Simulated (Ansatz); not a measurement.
**C₂H₉ClInP: basis-set convergence**

The task here is to estimate one member of a computed series from the others.

The runs use Ansatz 0.2.0, Gaussian basis; one geometry, several basis sets.

Levels to be run: PBE0-D4/def2-SVP; ωB97M-V/def2-SVP; PBE0-D4/def2-QZVPP; ωB97M-V/def2-QZVPP; the functionals' def2-TZVPP values are taken from earlier runs.

## Structure used throughout

The geometry comes from an earlier relaxation with PBE0-D4 in a triple-zeta def2 set; it is a stationary point, not always the lowest conformer. In takes the def2 core potential; no spin-orbit term is included.

SMILES `[CH3][In-]([CH3])([PH3+])[Cl]`, 14 atoms, charge 0, spin multiplicity 1.

Atoms are counted from 1 here; the program's logs count them from 0.

Bond lengths: C1–In2 2.144 Å, C1–H6 1.091 Å, C1–H7 1.090 Å, C1–H8 1.091 Å, In2–C3 2.144 Å, In2–P4 2.822 Å, In2–Cl5 2.418 Å, C3–H9 1.091 Å, C3–H10 1.091 Å, C3–H11 1.090 Å, P4–H12 1.416 Å, P4–H13 1.409 Å, P4–H14 1.409 Å. Angles: In2–C1–H6 109.8°, In2–C1–H7 109.2°, In2–C1–H8 111.2°, H6–C1–H7 108.6°, H6–C1–H8 108.5°, H7–C1–H8 109.5°, C1–In2–C3 136.6°, C1–In2–P4 101.6°, C1–In2–Cl5 110.1°, C3–In2–P4 101.6°, C3–In2–Cl5 110.0°, P4–In2–Cl5 79.3°, In2–C3–H9 109.8°, In2–C3–H10 111.2°, In2–C3–H11 109.2°, H9–C3–H10 108.5°, H9–C3–H11 108.6°, H10–C3–H11 109.5° and more.

The first run:

Contents of in.yaml:

```yaml
crystal:
  periodic: [false, false, false]
  atoms:
    - {symbol: C, position_ang: [-1.965994, 1.243373, 0.195178]}
    - {symbol: In, position_ang: [0.110942, 0.718698, 0.101681]}
    - {symbol: C, position_ang: [1.724051, 0.491027, 1.495847]}
    - {symbol: P, position_ang: [-0.007615, -1.854881, -1.051004]}
    - {symbol: Cl, position_ang: [0.982607, 1.174429, -2.107401]}
    - {symbol: H, position_ang: [-2.069477, 2.291482, 0.480333]}
    - {symbol: H, position_ang: [-2.415007, 1.104471, -0.788265]}
    - {symbol: H, position_ang: [-2.494614, 0.630943, 0.926969]}
    - {symbol: H, position_ang: [1.996006, 1.464250, 1.907472]}
    - {symbol: H, position_ang: [1.443757, -0.167777, 2.318906]}
    - {symbol: H, position_ang: [2.589700, 0.078406, 0.977705]}
    - {symbol: H, position_ang: [-0.427883, -3.127411, -0.594930]}
    - {symbol: H, position_ang: [1.244694, -2.238778, -1.569910]}
    - {symbol: H, position_ang: [-0.724068, -1.837333, -2.263980]}
basis:
  gaussian: {orbitals: def2-SVP}
hamiltonian: {xc: pbe0, dispersion: d4}
output: {orbitals: {seedname: orbitals}}
```

Launch:

```console
ansatz run in.yaml --threads 4 --pin off --events-out ev --progress --plain --max-ram 11315MiB
```

Steps of the session up to this table: PBE0-D4 in def2-SVP; ωB97M-V in def2-SVP; PBE0-D4 in def2-QZVPP; ωB97M-V in def2-QZVPP.

One table of the session follows, with a row left open; its other results are not shown here.

It belongs to the step «Functionals by basis». 

| functional | basis | HOMO (eV) | LUMO (eV) |
| --- | --- | --- | --- |
| PBE0-D4 | def2-SVP | -7.03 | 0.21 |
| PBE0-D4 | def2-TZVPP | -7.20 | -0.16 |
| PBE0-D4 | def2-QZVPP | ? | ? |
| ωB97M-V | def2-SVP | -9.19 | 1.77 |
| ωB97M-V | def2-TZVPP | -9.39 | 1.16 |
| ωB97M-V | def2-QZVPP | -9.41 | 0.75 |

**Question.** Estimate the row for PBE0-D4, def2-QZVPP.

As computed: HOMO (eV): -7.23; LUMO (eV): -0.37. In the column «HOMO (eV)» it lies between ωB97M-V, def2-SVP (-9.19) and PBE0-D4, def2-TZVPP (-7.20).
